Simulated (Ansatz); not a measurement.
Predict the output of the script below (Ansatz 0.2.0, Python API).

`run_field.py`
```python
"""Dipole of C2H4AlN in the field of point charges."""

import ansatz as az
import numpy as np

system = (
    az.Crystal.molecule()
    .atom("Al", (-0.6173, 1.524, -0.1424))
    .atom("C", (0.186, -0.1454, 0.2974))
    .atom("N", (0.8869, -0.943, 1.1726))
    .atom("C", (0.586, -1.4063, -0.0158))
    .atom("H", (-1.4096, 1.7339, -1.5734))
    .atom("H", (-0.6141, 2.8005, 0.8786))
    .atom("H", (1.3687, -1.507, -0.7385))
    .atom("H", (-0.2944, -2.1139, 0.0658))
)

calculation = (
    system.calculation()
    .basis(gaussian="def2-SVPD")
    .functional("pbe")
    .forces()
)
# charges +q and -q at -R and +R make a nearly even field 2 k q / R^2 at the centre
centre = np.mean([site.position_ang for site in system.cartesian_sites], axis=0)
field = 2 * 14.399645 * 2.0 / 25.0 ** 2


def dipole(axis, sign):
    arm = 25.0 * np.eye(3)[axis]
    pair = [{"charge": sign * 2.0, "position_ang": (centre - arm).tolist()}, {"charge": -sign * 2.0, "position_ang": (centre + arm).tolist()}]
    deck = calculation.input().set(az.key.basis.gaussian.point_charges, pair)
    return np.array(az.Session.from_dict(deck).plan().execute().report["charge_distribution"]["dipole_moment_e_ang"])


print(f"field {field:.4f} V/A")
alpha = np.array([(dipole(axis, 1) - dipole(axis, -1)) / (2 * field) * 14.399645 for axis in range(3)])
print("polarisability tensor (A^3)")
print(np.array2string(alpha, precision=3, suppress_small=True))
print(f"mean {np.trace(alpha) / 3:.3f} A^3 = {np.trace(alpha) / 3 / 0.14818471:.2f} bohr^3")
```

```console
$ python run_field.py
field 0.0922 V/A
polarisability tensor (A^3)
[[ 7.715 -1.662  0.717]
 [-1.66  11.318 -0.271]
 [ 0.723 -0.301  7.978]]
mean 9.003 A^3 = 60.76 bohr^3
```

What to keep in mind:
- These settings explore the input space; basis and method may be short of convergence.
- The geometry is a force-field or estimated start, not a minimum of this method, and the basis set is short of its limit. The field of two point charges is only nearly even.
- The whole script took 20 s on 1 thread of Arm Neoverse V1, on a shared host, peak memory 0.21 GiB.
